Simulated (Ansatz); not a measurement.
**CH7AsOSi: a ladder of functionals and wavefunction methods**

The task here is to estimate one member of a computed series from the others.

The runs use Ansatz 0.2.0, Gaussian basis; functionals in def2-TZVPP, the program's frozen cores in correlated methods.

Levels to be run: LDA (SPW92), PBE-D4, revPBE-D4, BLYP-D4, r2SCAN-D4, B97M-V, PBE0-D4, B3LYP-D4, r2SCANh-D4, r2SCAN0-D4, HSE06-D4, BHLYP-D4, CAM-B3LYP-D4, LC-ωPBE, ωB97X-V, ωB97M-V, B2PLYP, PBE-QIDH; CCSD(T)/def2-SVP; CCSD(T)/def2-TZVPP; MP2/def2-QZVPP; extrapolation to the limit; RPA on PBE.

**Structure used throughout**

An earlier PBE0-D4 in a triple-zeta def2 set relaxation fixed the geometry.

SMILES `CO[AsH][SiH3]`, 11 atoms, charge 0, spin multiplicity 1.

Atoms are counted from 1 here; the program's logs count them from 0.

Bond lengths: C1–O2 1.409 Å, C1–H5 1.092 Å, C1–H6 1.098 Å, C1–H7 1.098 Å, O2–As3 1.809 Å, As3–Si4 2.372 Å, As3–H8 1.539 Å, Si4–H9 1.485 Å, Si4–H10 1.484 Å, Si4–H11 1.488 Å. Angles: O2–C1–H5 107.4°, O2–C1–H6 111.7°, O2–C1–H7 112.2°, H5–C1–H6 108.4°, H5–C1–H7 108.5°, H6–C1–H7 108.4°, C1–O2–As3 114.9°, O2–As3–Si4 93.0°, O2–As3–H8 97.7°, Si4–As3–H8 91.0°, As3–Si4–H9 109.0°, As3–Si4–H10 111.6°, As3–Si4–H11 107.2°, H9–Si4–H10 109.9°, H9–Si4–H11 109.1°, H10–Si4–H11 110.0°.

The first run:

Contents of in.yaml:

```yaml
crystal:
  periodic: [false, false, false]
  atoms:
    - {symbol: C, position_ang: [0.193591, 2.189853, -0.128046]}
    - {symbol: O, position_ang: [-0.282974, 0.873548, 0.029543]}
    - {symbol: As, position_ang: [0.992466, -0.362198, 0.371936]}
    - {symbol: Si, position_ang: [-0.560171, -2.154922, 0.331480]}
    - {symbol: H, position_ang: [-0.676259, 2.849163, -0.167004]}
    - {symbol: H, position_ang: [0.760629, 2.308224, -1.060713]}
    - {symbol: H, position_ang: [0.831969, 2.503519, 0.707974]}
    - {symbol: H, position_ang: [1.401055, -0.646868, -1.084204]}
    - {symbol: H, position_ang: [-1.363777, -2.125251, 1.579743]}
    - {symbol: H, position_ang: [-1.456872, -2.074404, -0.848404]}
    - {symbol: H, position_ang: [0.225843, -3.417667, 0.288294]}
basis:
  gaussian: {orbitals: def2-TZVPP}
hamiltonian: {xc: lda}
output: {orbitals: {seedname: orbitals}}
```

On the command line:

```sh
ansatz run in.yaml --threads 2 --pin off --events-out ev --progress --plain --max-ram 32768MiB --backend cpu
```

Steps of the session up to this table: LDA; PBE-D4 (GGA); revPBE-D4 (GGA); BLYP-D4 (GGA); r2SCAN-D4 (meta-GGA); B97M-V (meta-GGA); B3LYP-D4 (hybrid); r2SCANh-D4 (hybrid); r2SCAN0-D4 (hybrid); HSE06-D4 (hybrid); BHLYP-D4 (hybrid); CAM-B3LYP-D4 (range-separated); LC-ωPBE (range-separated); ωB97X-V (range-separated); ωB97M-V (range-separated); B2PLYP (double hybrid); PBE-QIDH (double hybrid).

One of the session's tables, all rows but one given; the rest of the session is left out.

| functional | HOMO (eV) | gap (eV) |
| --- | --- | --- |
| LDA (SPW92) | ? | ? |
| PBE-D4 | -5.79 | 4.17 |
| revPBE-D4 | -5.74 | 4.23 |
| BLYP-D4 | -5.68 | 4.20 |
| r2SCAN-D4 | -6.06 | 4.64 |
| B97M-V | -6.21 | 4.76 |
| PBE0-D4 | -7.00 | 6.28 |
| B3LYP-D4 | -6.80 | 5.88 |
| r2SCANh-D4 | -6.52 | 5.42 |
| r2SCAN0-D4 | -7.18 | 6.56 |
| HSE06-D4 | -6.61 | 5.51 |
| BHLYP-D4 | -8.04 | 8.31 |
| CAM-B3LYP-D4 | -8.28 | 8.66 |
| LC-ωPBE | -9.55 | 11.08 |
| ωB97X-V | -9.25 | 10.64 |
| ωB97M-V | -9.14 | 10.33 |

Estimate the missing values for LDA (SPW92).

**Answer.** HOMO (eV): -5.91; gap (eV): 4.04. In the column «HOMO (eV)» it lies between r2SCAN-D4 (-6.06) and PBE-D4 (-5.79).
